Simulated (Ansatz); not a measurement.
# AlH7OSiSn: small, medium and large basis sets

How large a basis does AlH7OSiSn need? Two functionals are run in growing sets.

Program: Ansatz 0.2.0, Gaussian basis. Level of theory: one geometry, several basis sets. These are calculated values, not measurements.

Levels to be run: PBE0-D4/def2-SVP; ωB97M-V/def2-SVP; PBE0-D4/def2-QZVPP; ωB97M-V/def2-QZVPP; the functionals' def2-TZVPP values are taken from earlier runs.

**1. The relaxed structure**

An earlier PBE0-D4 in a triple-zeta def2 set relaxation fixed the geometry. Sn takes the def2 core potential; no spin-orbit term is included.

SMILES `[AlH2][O][SnH2][SiH3]`, 11 atoms, charge 0, spin multiplicity 1.

Atoms are counted from 1 here; the program's logs count them from 0.

Bond lengths: Al1–O2 1.681 Å, Al1–H5 1.590 Å, Al1–H6 1.582 Å, O2–Sn3 1.962 Å, Sn3–Si4 2.570 Å, Sn3–H7 1.710 Å, Sn3–H8 1.710 Å, Si4–H9 1.486 Å, Si4–H10 1.488 Å, Si4–H11 1.485 Å. Angles: O2–Al1–H5 118.5°, O2–Al1–H6 118.8°, H5–Al1–H6 122.8°, Al1–O2–Sn3 141.3°, O2–Sn3–Si4 107.5°, O2–Sn3–H7 105.0°, O2–Sn3–H8 105.0°, Si4–Sn3–H7 114.1°, Si4–Sn3–H8 114.1°, H7–Sn3–H8 110.2°, Sn3–Si4–H9 109.7°, Sn3–Si4–H10 109.6°, Sn3–Si4–H11 109.8°, H9–Si4–H10 109.1°, H9–Si4–H11 109.5°, H10–Si4–H11 109.1°.

Geometry (Å):

```xyz
11
AlH7OSiSn
Al   -0.8817    2.2960    0.4462
O    -0.7034    0.8591    1.3006
Sn   -0.0242   -0.9697    1.0960
Si    0.8129   -1.2175   -1.3210
H    -0.3707    2.3516   -1.0584
H    -1.5489    3.5340    1.1697
H     1.2013   -1.1231    2.2788
H    -1.3489   -1.9791    1.4836
H    -0.3007   -0.9482   -2.2666
H     1.3115   -2.6023   -1.5370
H     1.9185   -0.2576   -1.5712
```

**2. PBE0-D4 in def2-SVP**

Contents of in.yaml:

```yaml
crystal:
  periodic: [false, false, false]
  atoms:
    - {symbol: Al, position_ang: [-0.881726, 2.295967, 0.446156]}
    - {symbol: O, position_ang: [-0.703410, 0.859101, 1.300550]}
    - {symbol: Sn, position_ang: [-0.024230, -0.969739, 1.095994]}
    - {symbol: Si, position_ang: [0.812876, -1.217522, -1.320953]}
    - {symbol: H, position_ang: [-0.370743, 2.351617, -1.058436]}
    - {symbol: H, position_ang: [-1.548888, 3.533961, 1.169700]}
    - {symbol: H, position_ang: [1.201255, -1.123114, 2.278771]}
    - {symbol: H, position_ang: [-1.348861, -1.979123, 1.483616]}
    - {symbol: H, position_ang: [-0.300692, -0.948216, -2.266634]}
    - {symbol: H, position_ang: [1.311454, -2.602325, -1.537033]}
    - {symbol: H, position_ang: [1.918464, -0.257606, -1.571231]}
basis:
  gaussian: {orbitals: def2-SVP}
hamiltonian: {xc: pbe0, dispersion: d4}
output: {orbitals: {seedname: orbitals}}
```

After this run come: ωB97M-V in def2-SVP; PBE0-D4 in def2-QZVPP; ωB97M-V in def2-QZVPP.

Before running them: what should the planned runs give, taken together? Wanted: PBE0-D4: double and triple zeta above quadruple; ωB97M-V: double and triple zeta above quadruple.

The runs gave:

| quantity | value |
| --- | --- |
| PBE0-D4: double and triple zeta above quadruple | 8.71, 0.67 eV |
| ωB97M-V: double and triple zeta above quadruple | 8.82, 0.64 eV |

PBE0-D4 gains 8.04 eV from double to triple zeta, then 0.67 eV more. These are total energies; as a rule much of such shifts cancels in differences, which this series doesn't test. The LUMO of ωB97M-V is positive and keeps falling with the basis (1.01 to 0.42 eV): an unbound level that the basis holds in place.
